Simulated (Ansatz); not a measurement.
# GeSb2: the cost of one run

Program: Ansatz 0.2.0. Level of theory: DFT PBE, scalar-relativistic, plane waves, PAW. These are calculated values, not measurements.

### 1 The starting structure

Symmetry: P6/mmm, No. 191, hexagonal system. The conventional cell has a = 4.192 Å, b = 4.192 Å, c = 4.526 Å, α = 90.00°, β = 90.00°, γ = 120.00°. Ge (site symmetry 6/mmm) has 12 Sb at 3.31 Å as nearest neighbours. Around Sb (site symmetry -6m2) lie 3 Sb at 2.42 Å.

As a file:

```
CELL_PARAMETERS angstrom
4.19221 0.00000 0.00000
-2.09611 3.63056 0.00000
0.00000 0.00000 4.52647
ATOMIC_POSITIONS crystal
Ge 0.00000 0.00000 0.00000
Sb 0.33333 0.66667 0.50000
Sb 0.66667 0.33333 0.50000
```

This is candidate A: AlB2 type (P6/mmm, No. 191).

(A quick probe on a coarse mesh, which set the mesh and smearing, is not shown.)

### 3 Coarse relaxation (candidate A)

The input, input.yaml:

```yaml
crystal:
  lattice:
    - [4.1922121859, 0.0, 0.0]
    - [-2.096106093, 3.6305622511, 0.0]
    - [0.0, 0.0, 4.5264749516]
  atoms:
    - { symbol: Ge, position: [0.0, 0.0, 0.0] }
    - { symbol: Sb, position: [0.3333333333, 0.6666666667, 0.5] }
    - { symbol: Sb, position: [0.6666666667, 0.3333333333, 0.5] }
basis:
  ecutwfc: 420
kpoints:
  mp_grid: { grid: [6, 6, 4] }
hamiltonian:
  xc: pbe
scf:
  occupations: { method: gaussian, width: 0.1 }
  lower_state_search: "off"
output:
  forces: true
  stress: true
  eigenvalues: true
relax:
  adjacent_minimum: "off"
  f_tol: 0.04
  max_steps: 70
  cell: { stress_tol: 0.4 }
```

The run is started by

```bash
> ansatz run input.yaml --threads 1 --pin off --max-ram 2560MiB --backend cpu --events-out ev --progress --plain --runs-dir out
```

Q: Estimate wall time and peak memory on 1 thread of AMD EPYC 7R43 (Zen 3), shared host.

About 35 s, with a peak of 0.43 GiB.
